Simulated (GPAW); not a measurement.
Crystal: HfMoC2.

```
CELL_PARAMETERS angstrom
3.19142 0.00000 0.00000
0.00000 3.19142 0.00000
0.00000 0.00000 4.48516
ATOMIC_POSITIONS crystal
Hf 0.00000 0.00000 0.00000
Mo 0.50000 0.50000 0.50000
C 0.50000 0.50000 0.00000
C 0.00000 0.00000 0.50000
```

The cell comes from a database or a generator and needn't be the stable form of this composition.

| Item | Value |
| --- | --- |
| Program | GPAW 26.7.0 |
| Task | relaxation of cell and atoms |
| Functional | PBEsol |
| Potentials or basis | PAW data sets generated in the run's folder for this functional |
| Cutoff | 800 eV |
| Basis | pw |
| k mesh | 6 × 6 × 5 |
| Occupations | fermi-dirac, width 0.05 eV |
| Spin | no spin polarisation |

At the start: pressure -7.5 GPa; volume 11.42 Å³/atom.

How do energy, volume and symmetry change on relaxing?

Over 3 steps the energy falls by 6.8 meV/atom and the volume is 11.11 Å³/atom (-2.7 %); space group P4/mmm (No. 123, to 0.05 Å).

Step by step:
```csv
step,energy change (eV),largest force (eV/Å),pressure (GPa),volume (Å³)
1,0.0000,0.0000,-7.54,45.68
2,-0.0106,0.0000,-5.99,45.42
3,-0.0270,0.0000,0.19,44.45
```

Final structure:
```yaml
crystal:
  lattice:
    - [3.16279, 0.00000, 0.00000]
    - [0.00000, 3.16279, 0.00000]
    - [0.00000, 0.00000, 4.44330]
  atoms:
    - { symbol: Hf, position: [0.00000, 0.00000, 0.00000] }
    - { symbol: Mo, position: [0.50000, 0.50000, 0.50000] }
    - { symbol: C, position: [0.50000, 0.50000, 0.00000] }
    - { symbol: C, position: [0.00000, 0.00000, 0.50000] }
```

Caveat: later steps reuse the first step's grids.
